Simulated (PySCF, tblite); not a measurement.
# C5H5BrFSi radical: geometry, infrared bands and EPR parameters

Wanted: the infrared bands and EPR parameters of C5H5BrFSi radical (`C#C/C=C(\[CH2])[Si@@H](F)Br`), by calculation.

Computed with tblite 0.8.0 and PySCF 2.14.0, with density-fitted response routines of our own, on a single molecule in the gas phase. Atoms count from 0, in the outputs and in this text.

### Step 1. Starting geometry

13 atoms, charge 0, multiplicity 2; geometry from: force field or distance geometry start.

Bonds of the start (Å): C0–C1 1.22, C1–C2 1.44, C2–C3 1.34, C3–C4 1.49, C3–Si5 1.84, Si5–F6 1.70, Si5–Br7 2.26, C0–H8 1.07, C2–H9 1.09, C4–H10 1.11, C4–H11 1.13, Si5–H12 1.46.

### Step 2. Relaxing the molecule with GFN2-xTB

What the job is given:

```
{"job": {"kind": "relax", "xc": "GFN2-xTB", "basis": "xTB"}, "charge": 0, "multiplicity": 2}
C      3.102300     0.414900    -0.330300
C      1.962500     0.514200     0.090900
C      0.633400     0.620400     0.636600
C     -0.336400    -0.026400    -0.028300
C     -0.012300    -0.845500    -1.234300
Si    -2.053000     0.094200     0.632900
F     -2.320800     1.571700     1.437300
Br    -3.400400     0.097900    -1.180500
H      4.096700     0.315900    -0.703100
H      0.409800     1.213500     1.521400
H      1.014100    -1.257800    -1.174100
H     -0.686400    -1.749400    -1.262000
H     -2.413700    -0.963200     1.576000
```

Started as:

```bash
> OMP_NUM_THREADS=1 python probes_run.py task.json out
```

The driver reads the jobs from task.json and runs them one after another.

**Question.** This job is followed by: GFN2-xTB harmonic vibrations, gas phase; UKS B3LYP, def2-TZVP-core on Br, pcH-1 on C F H Si, non-relativistic, mean-field spin-orbit, GIAO. Predict these results of the whole session: strongest single infrared mode (GFN2-xTB); zero-point energy (GFN2-xTB); g(iso) (B3LYP); ⟨S²⟩; largest a(iso) (averaged by class); potential on the surface of density 0.002 e/bohr³, 1st and 99th percentile.

As calculated:

| quantity | value |
| --- | --- |
| strongest single infrared mode (GFN2-xTB) | 660 cm⁻¹, 367 km/mol |
| zero-point energy (GFN2-xTB) | 48.4 kcal/mol |
| g(iso) (B3LYP) | 2.00306 |
| ⟨S²⟩ | 0.785 (exact 0.75) |
| largest a(iso) (averaged by class) | 13C on C2, 53.3 MHz |
| potential on the surface of density 0.002 e/bohr³, 1st and 99th percentile | -0.88 V and 1.73 V |

What this shows: Over 59 steps the energy fell by 1.244 eV; of the close pairs, C3–C4 changed most, 1.493 to 1.364 Å. No mode is imaginary among the 33: a minimum at this level. The strongest single mode, at 660 cm⁻¹, moves mainly H12. GFN2-xTB is a fitted tight-binding method: band positions and strengths are rough. Its intensities can rank the bands wrongly. The largest spin populations lie on C2 (0.61 e), C4 (0.56 e). The isotropic g lies 0.7 ppt above the free-electron value. The hyperfine terms hold no scalar relativity, which the heavier nuclei need. These values are for one conformer; the search (at its own cheap level) found 2 more, at 0.07, 0.22 kcal/mol, and measured spectra average over such forms.
